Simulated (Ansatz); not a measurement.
Working through a ladder of methods at one geometry of ClGeH4NSSi, SMILES [SH][Ge]1([Cl])[NH][SiH2]1

Computed with the Python package of Ansatz (0.2.0).

Run as a notebook:

In [1]:
```python
from pathlib import Path

import ansatz
import numpy as np
```

In [2]:
```python
BASIS = 'def2-SVP'
```

In [3]:
```python
geometry_ang = [
    ('S', (0.8667, 1.864, -1.4938)),
    ('Ge', (0.951, 0.4343, 0.1518)),
    ('Cl', (2.8713, -0.001, 0.9719)),
    ('N', (0.208, -1.1602, -0.3758)),
    ('Si', (-0.9453, -0.6265, 0.9057)),
    ('H', (-0.5887, 1.894, -1.4862)),
    ('H', (-0.3302, -0.9758, -1.2697)),
    ('H', (-2.1785, -0.0844, 0.385)),
    ('H', (-0.7658, -1.3907, 2.1939)),
]
system = ansatz.Crystal.molecule()
for symbol, xyz in geometry_ang:
    system = system.atom(symbol, xyz)

model = system.calculation().basis(gaussian=BASIS)
```

In [4]:
```python
print('functional    E (Ha)        dipole (D)   HOMO (eV)  LUMO (eV)')
for name in ['lda', 'pbe', 'r2scan0', 'cam_b3lyp']:
    data = model.functional(name).forces().orbitals().run(threads=1, pin='off', runs_dir='runs').report
    lines = Path(data['orbitals_path']).read_text().splitlines()
    field_of = lambda key: [line.split('=')[1].strip() for line in lines if line.startswith(key)]
    orbitals = [(27.211386 * float(e), s, float(n)) for e, s, n in zip(field_of('Ene='), field_of('Spin='), field_of('Occup='))]
    homo = max(e for e, _, n in orbitals if n > 0.5)
    lumo = min(e for e, _, n in orbitals if n < 0.5)
    dipole = 4.803205 * np.linalg.norm(data['charge_distribution']['dipole_moment_e_ang'])
    print(f'{name:10s} {data["free_energy_ev"] / 27.211386246:14.6f} {dipole:9.3f} {homo:11.3f} {lumo:10.3f}')
```
```text
functional    E (Ha)        dipole (D)   HOMO (eV)  LUMO (eV)
lda          -3273.772647     3.512      -5.230     -2.626
pbe          -3280.518144     3.431      -5.120     -2.425
r2scan0      -3281.254580     3.897      -6.401     -1.584
cam_b3lyp    -3281.517785     3.774      -7.370     -0.544
```

The settings weren't tested for convergence. The geometry is a force-field or estimated start, not a minimum of this method, and the basis set is short of its limit. A lower total doesn't mark the better method: functionals have no common bound, and MP2 and coupled cluster aren't variational. Levels such as HOMO and LUMO are orbital energies: with these approximate functionals they aren't the ionisation energy and electron affinity, and their gap isn't the fundamental gap. It ran for 31 s on 1 thread of Intel(R) Xeon(R) Platinum 8259CL CPU @ 2.50GHz (Skylake/Cascade Lake) (shared host), peak memory 0.45 GiB.

(Lines on the test bed's own set-up are left out of the output.)
